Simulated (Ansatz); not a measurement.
From input file to script: Li3Sn, space group Fm-3m in Ansatz 0.2.0.

```yaml
crystal:
  lattice:
    - [0.0, 3.271872, 3.271872]
    - [3.271872, 0.0, 3.271872]
    - [3.271872, 3.271872, 0.0]
  atoms:
    - { symbol: Li, position: [0.25, 0.25, 0.25] }
    - { symbol: Li, position: [0.75, 0.75, 0.75] }
    - { symbol: Li, position: [0.5, 0.5, 0.5] }
    - { symbol: Sn, position: [0.0, 0.0, 0.0] }
basis:
  ecutwfc: 435.382179935808
kpoints:
  mp_grid:
    kspacing: 0.42
hamiltonian:
  xc: pbesol
  pseudopotentials:
    kind: paw
scf:
  occupations:
    method: gaussian
relax:
  random_displacement:
    amplitude: 0.15
    seed: 281
```

`relax.py`
```python
"""Ionic relaxation of Li3Sn."""

import argparse

import ansatz as az
import numpy as np
from pymatgen.core import Lattice, Structure
from pymatgen.io.ase import AseAtomsAdaptor

parser = argparse.ArgumentParser(description="Ionic relaxation of Li3Sn.")
parser.add_argument("--k-spacing", type=float, default=0.42, help="k-point sampling")
parser.add_argument("--filling", default="Gaussian", help="how the bands are filled")
args = parser.parse_args()

pmg_structure = Structure(
    Lattice([(0.0, 3.271872, 3.271872), (3.271872, 0.0, 3.271872), (3.271872, 3.271872, 0.0)]),
    ["Li", "Li", "Li", "Sn"],
    [
        (0.25, 0.25, 0.25),
        (0.75, 0.75, 0.75),
        (0.5, 0.5, 0.5),
        (0.0, 0.0, 0.0),
    ],
)
structure = az.Crystal.from_ase(AseAtomsAdaptor.get_atoms(pmg_structure))

setup = (
    structure.calculation()
    .pseudopotentials("paw")
    .functional(az.Functional.PBESOL)
    .kpoints(spacing=args.k_spacing)
    .basis(16 * az.Ha)
    .occupations(args.filling)
    .relax(random_displacement=True, displacement_amplitude=0.15, displacement_seed=281)
)
steps = []


def collect(event):
    if event["event"] == "relax_step":
        steps.append(event["data"])


result = setup.session().plan().execute(on_event=collect)
rep = result.report
print("step   energy (eV)     max comp. (eV/A)  SCF")
for s in steps:
    print(f"{s['step']:4d} {s['lagrangian_ev']:15.5f} {s['allowed_force_max_ev_ang']:12.4f} {s['n_scf']:5d}")

first, last = steps[0], steps[-1]
symbols = [site.symbol for site in result.lattice.sites]
print(f"energy gained {first['lagrangian_ev'] - last['lagrangian_ev']:.4f} eV in {len(steps) - 1} steps")

print("atom   start x y z (A)              end x y z (A)")
for symbol, a, b in zip(symbols, first["positions_ang"], last["positions_ang"]):
    print(f"{symbol:3s}", " ".join(f"{v:8.4f}" for v in a), "  ", " ".join(f"{v:8.4f}" for v in b))

moved = np.linalg.norm(np.array(last["positions_ang"]) - np.array(first["positions_ang"]), axis=1)
print("displacement by atom (A):", " ".join(f"{s}:{d:.3f}" for s, d in zip(symbols, moved)))

print(f"free energy      {rep['free_energy_ev']:.5f} eV")
print(f"per atom         {rep['free_energy_ev'] / len(result.lattice.sites):.5f} eV")
print(f"SCF iterations   {rep['n_iterations']}  (converged: {rep['converged']})")
```

`python relax.py` gives:
```text
step   energy (eV)     max comp. (eV/A)  SCF
   1     -6560.29775       0.9947     6
   2     -6560.46260       0.1368     5
   3     -6560.47200       0.0073     5
   4     -6560.47200       0.0073     2
energy gained 0.1743 eV in 3 steps
atom   start x y z (A)              end x y z (A)
Li    1.7339   1.5290   1.6743      1.6743   1.5898   1.6460
Li    4.9267   4.7705   4.8504      4.9453   4.8620   4.9152
Li    3.2650   3.2077   3.4073      3.3080   3.2249   3.2847
Sn    0.0409   0.1217  -0.0776      0.0389  -0.0476   0.0085
displacement by atom (A): Li:0.090 Li:0.114 Li:0.131 Sn:0.190
free energy      -6560.47200 eV
per atom         -1640.11800 eV
SCF iterations   2  (converged: True)
```

Absolute energies stand on the zero of these potentials, so only differences at equal settings mean something. Energies along a relaxation are free energies. A last row that repeats the one before re-solves the same geometry more tightly. The first row is the displaced cell, and groups found at tight tolerances show what the force threshold leaves of the kick. This cell is a computed structure, which may not be the phase found in nature. Finished in 14 s on 1 thread of Arm Neoverse V1, on a shared host, peak memory 0.48 GiB.

(Lines on the test bed's own set-up are left out of the output.)
